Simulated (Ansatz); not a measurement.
# CH4ClIOSi, SMILES CO[SiH](Cl)I: energies of removing a hydrogen

Program: the Ansatz DFT code, driven from Python.

`bde_ch4cliosi.py`:
```python
import ansatz as az
from ase import Atoms


def energy_of(molecule, charge=0, unpaired=0):
    calc = (
        molecule.calculation()
        .basis(gaussian="def2-TZVP")
        .functional("b3lyp", dispersion="d3bj")
    )
    if charge:
        calc = calc.charge(charge)
    if unpaired:
        calc = calc.spin("collinear", total=unpaired)
    report = calc.run().report
    if report["published_state_doubts"]:
        print("  doubts:", report["published_state_doubts"])
    return report["free_energy_ev"]

def without(molecule, index):
    rest = az.Crystal.molecule()
    for i, site in enumerate(molecule.cartesian_sites):
        if i != index:
            rest = rest.atom(site.symbol, site.position_ang)
    return rest


def main() -> None:
    atoms = Atoms(["C", "O", "Si", "Cl", "I", "H", "H", "H", "H"], positions=[
        (-0.4931, 0.0887, 1.3218),
        (-0.5221, 0.6366, -0.0151),
        (0.4684, -0.0637, -1.1334),
        (-0.2637, -1.845, -1.6409),
        (0.6958, 1.3628, -3.0945),
        (-0.889, -0.8895, 1.335),
        (0.4691, 0.2183, 1.7899),
        (-1.2078, 0.7536, 1.8845),
        (1.831, -0.308, -0.4644),
    ])
    system = az.Crystal.molecule_from_ase(atoms)

    whole = energy_of(system, 0)
    hydrogen = energy_of(az.Crystal.molecule().atom("H", (0, 0, 0)), 0, 1)
    print(f"E(molecule) = {whole:.5f} eV, E(H) = {hydrogen:.5f} eV")
    for index in [7, 8]:
        radical = energy_of(without(system, index), 0, 1)
        print(f"H{index}: homolysis {23.060548 * (radical + hydrogen - whole):.1f} kcal/mol")


if __name__ == "__main__":
    main()
```

```console
$ python bde_ch4cliosi.py
E(molecule) = -31659.87181 eV, E(H) = -13.66431 eV
H7: homolysis 108.3 kcal/mol
H8: homolysis 91.8 kcal/mol
```

Notes:
- Total energies depend on the basis set; only differences at equal settings carry meaning.
- The geometry is a force-field or estimated start, not a minimum of this method, and the basis set is short of its limit. All parts are taken at fixed geometry, without zero-point energy.
- def2 sets replace the cores of elements past krypton by effective core potentials.
- b3lyp holds the VWN-RPA fit, as in Gaussian; the form of ORCA and Turbomole is b3lyp5.
- The spin-orbit lowering of heavy atoms is left out.
- Wall time of the script: 32 s on 1 thread of INTEL(R) XEON(R) PLATINUM 8581C CPU @ 2.10GHz (Emerald Rapids), with other jobs on the host, peak memory 0.79 GiB.
